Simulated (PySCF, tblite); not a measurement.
# C₁₀H₁₀S: geometry, infrared bands and NMR shifts

What infrared bands and NMR shifts should C₁₀H₁₀S (`C1=CS[C@@H](c2ccccc2)C1`) show?

Computed with tblite 0.8.0 and PySCF 2.14.0, with density-fitted response routines of our own, on a single molecule in the gas phase. Atoms are numbered from 0 throughout.

## (1) The molecule as given

21 atoms, charge 0, multiplicity 1; geometry from: force field or distance geometry start.

Bonds of the start (Å): C0–C1 1.32, C1–S2 1.80, S2–C3 1.86, C3–C4 1.46, C4–C5 1.39, C5–C6 1.37, C6–C7 1.39, C7–C8 1.39, C8–C9 1.38, C3–C10 1.52, C10–C0 1.47, C9–C4 1.40, C0–H11 1.10, C1–H12 1.08, C3–H13 1.10, C5–H14 1.09, C6–H15 1.08, C7–H16 1.10, C8–H17 1.10, C9–H18 1.09, C10–H19 1.12, C10–H20 1.13.

## (2) Geometry optimisation with GFN2-xTB

The job: settings as JSON, then the geometry in Å.

```
{"job": {"kind": "relax", "xc": "GFN2-xTB", "basis": "xTB"}, "charge": 0, "multiplicity": 1}
C      3.126200    -0.195000     0.555600
C      3.351900    -0.637000    -0.665700
S      1.731200    -0.849600    -1.429800
C      0.942800     0.416500    -0.324700
C     -0.501400     0.226800    -0.219700
C     -1.342500     1.271800    -0.598500
C     -2.708800     1.182900    -0.543900
C     -3.251800    -0.014200    -0.088400
C     -2.463300    -1.092200     0.287700
C     -1.086900    -0.960300     0.221400
C      1.709800    -0.000000     0.917600
H      3.943000     0.022600     1.262500
H      4.315600    -0.847600    -1.094900
H      1.261100     1.407200    -0.689600
H     -0.889500     2.199000    -0.937100
H     -3.323700     2.023300    -0.826600
H     -4.352200    -0.065900    -0.053600
H     -2.925500    -2.028100     0.635500
H     -0.444800    -1.790800     0.518300
H      1.573500     0.729500     1.759000
H      1.326700    -0.981900     1.314200
```

Started as:

```console
> OMP_NUM_THREADS=1 python probes_run.py task.json out
```

The driver reads the jobs from task.json and runs them one after another.

**Question.** This job is followed by: GFN2-xTB harmonic vibrations, gas phase; GIAO PBE0/pcSseg-1 NMR shielding, non-relativistic, gas phase. Predict these results of the whole session: strongest single infrared mode (GFN2-xTB); zero-point energy (GFN2-xTB); 13C shifts against TMS (PBE0/pcSseg-1, means over atoms taken as alike); 1H shifts against TMS (PBE0/pcSseg-1, means over atoms taken as alike); 33S shifts against CS2 (PBE0/pcSseg-1); surface potential, 1st and 99th percentile.

The runs gave:

| quantity | value |
| --- | --- |
| strongest single infrared mode (GFN2-xTB) | 3085 cm⁻¹, 90 km/mol |
| zero-point energy (GFN2-xTB) | 104.1 kcal/mol |
| 13C shifts against TMS (PBE0/pcSseg-1, means over atoms taken as alike) | 155.4, 136.5, 134.2, 132.8, 132.0, 122.0, 56.0, 50.5 ppm |
| 1H shifts against TMS (PBE0/pcSseg-1, means over atoms taken as alike) | 7.62, 7.57, 7.51, 6.19, 5.37, 4.51, 3.73, 3.12 ppm |
| 33S shifts against CS2 (PBE0/pcSseg-1) | 180 ppm |
| surface potential, 1st and 99th percentile | -1.08 V and 0.92 V |

In words: The optimisation took 103 steps and gained 0.540 eV; among the close pairs (by a distance rule), C1–S2 changed most, from 1.804 to 1.747 Å. All 57 modes are real, so the xTB geometry is a minimum. The strongest single mode, at 3085 cm⁻¹, has its largest shares on H15, H17 and H18 (the list is cut at 3 atoms). Unscaled tight-binding wavenumbers are off by several per cent, some by more. Its intensities can rank the bands wrongly. At PBE0/pcSseg-1: The largest span, 527 ppm, is at S2, where the paramagnetic term is -733 ppm. NICS(1)zz of -28 ppm above the planar ring from C4 marks a diatropic (aromatic) ring current. By nearest atom (PBE0/pcSseg-1), the HOMO sits on S2 52 %; C0 21 % and the LUMO on C4, C7 about 17 % each; C6, C9 about 11 % each.
